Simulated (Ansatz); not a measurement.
# ClFGeH₄Sn: a ladder of functionals and wavefunction methods

One table from this session's results is given with a row withheld; the runs are named, their logs left out.

Computed with Ansatz 0.2.0, Gaussian basis. Level: functionals in def2-TZVPP, the program's frozen cores in correlated methods.

Plan: LDA (SPW92), PBE-D4, revPBE-D4, BLYP-D4, r2SCAN-D4, B97M-V, PBE0-D4, B3LYP-D4, r2SCANh-D4, r2SCAN0-D4, HSE06-D4, BHLYP-D4, CAM-B3LYP-D4, LC-ωPBE, ωB97X-V, ωB97M-V, B2PLYP, PBE-QIDH; CCSD(T)/def2-SVP; CCSD(T)/def2-TZVPP; MP2/def2-QZVPP; extrapolation to the limit; RPA on PBE.

## Structure used throughout

An earlier PBE0-D4 in a triple-zeta def2 set relaxation fixed the geometry. Sn takes the def2 core potential; no spin-orbit term is included.

8 atoms, charge 0, spin multiplicity 1.

Atoms are counted from 1 here; the program's logs count them from 0.

Bond lengths: F1–Sn2 1.922 Å, Sn2–Cl3 2.326 Å, Sn2–Ge4 2.596 Å, Sn2–H5 1.704 Å, Ge4–H6 1.533 Å, Ge4–H7 1.533 Å, Ge4–H8 1.530 Å. Angles: F1–Sn2–Cl3 103.9°, F1–Sn2–Ge4 106.4°, F1–Sn2–H5 104.4°, Cl3–Sn2–Ge4 108.8°, Cl3–Sn2–H5 106.8°, Ge4–Sn2–H5 124.6°, Sn2–Ge4–H6 108.8°, Sn2–Ge4–H7 108.2°, Sn2–Ge4–H8 107.5°, H6–Ge4–H7 110.3°, H6–Ge4–H8 111.0°, H7–Ge4–H8 110.9°.

As a file:

```mol
ClFGeH4Sn
  3D, bonds by distance, orders not assigned

  8  7  0  0  0  0  0  0  0  0999 V2000
    1.2696    0.1150    2.1601 F   0  0
    1.1790    0.1204    0.2402 Sn  0  0
    2.1340   -1.9102   -0.3716 Cl  0  0
   -1.3426    0.0778   -0.3764 Ge  0  0
    2.2707    1.3402   -0.2319 H   0  0
   -1.9981    1.3672    0.1313 H   0  0
   -1.4617   -0.0155   -1.9019 H   0  0
   -1.9587   -1.1521    0.2943 H   0  0
  1  2  8  0
  2  3  8  0
  2  4  8  0
  2  5  8  0
  4  6  8  0
  4  7  8  0
  4  8  8  0
M  END
```

Set-up of the first run:

File in.yaml:

```yaml
crystal:
  periodic: [false, false, false]
  atoms:
    - {symbol: F, position_ang: [1.269566, 0.115031, 2.160122]}
    - {symbol: Sn, position_ang: [1.179039, 0.120398, 0.240203]}
    - {symbol: Cl, position_ang: [2.133998, -1.910202, -0.371576]}
    - {symbol: Ge, position_ang: [-1.342562, 0.077780, -0.376354]}
    - {symbol: H, position_ang: [2.270715, 1.340198, -0.231922]}
    - {symbol: H, position_ang: [-1.998140, 1.367153, 0.131289]}
    - {symbol: H, position_ang: [-1.461701, -0.015477, -1.901871]}
    - {symbol: H, position_ang: [-1.958715, -1.152080, 0.294310]}
basis:
  gaussian: {orbitals: def2-TZVPP}
hamiltonian: {xc: lda}
output: {orbitals: {seedname: orbitals}}
```

Run with:

```
> ansatz run in.yaml --threads 4 --pin off --events-out ev --progress --plain --max-ram 10444MiB
```

Among the steps run: LDA; PBE-D4 (GGA); revPBE-D4 (GGA); BLYP-D4 (GGA); r2SCAN-D4 (meta-GGA); B97M-V (meta-GGA); PBE0-D4 (hybrid); B3LYP-D4 (hybrid); r2SCANh-D4 (hybrid); r2SCAN0-D4 (hybrid); HSE06-D4 (hybrid); BHLYP-D4 (hybrid); CAM-B3LYP-D4 (range-separated); LC-ωPBE (range-separated); ωB97X-V (range-separated); ωB97M-V (range-separated); B2PLYP (double hybrid); PBE-QIDH (double hybrid).

One of the session's tables, all rows but one given; the rest of the session is left out.

| functional | HOMO (eV) | gap (eV) |
| --- | --- | --- |
| LDA (SPW92) | -7.30 | 4.83 |
| PBE-D4 | -7.18 | 4.98 |
| revPBE-D4 | ? | ? |
| BLYP-D4 | -7.03 | 4.87 |
| r2SCAN-D4 | -7.50 | 5.56 |
| B97M-V | -7.59 | 5.68 |
| PBE0-D4 | -8.38 | 7.09 |
| B3LYP-D4 | -8.16 | 6.55 |
| r2SCANh-D4 | -7.94 | 6.31 |
| r2SCAN0-D4 | -8.59 | 7.43 |
| HSE06-D4 | -7.99 | 6.33 |
| BHLYP-D4 | -9.43 | 9.05 |
| CAM-B3LYP-D4 | -9.63 | 9.28 |
| LC-ωPBE | -10.91 | 11.78 |
| ωB97X-V | -10.59 | 11.35 |
| ωB97M-V | -10.41 | 10.97 |

Estimate the missing values for revPBE-D4.

As computed: HOMO (eV): -7.13; gap (eV): 5.03. In the column «HOMO (eV)» it lies between PBE-D4 (-7.18) and BLYP-D4 (-7.03).

Caveats from the session: All levels share the lack of spin-orbit coupling, which lowers the free heavy atoms and so the true binding.
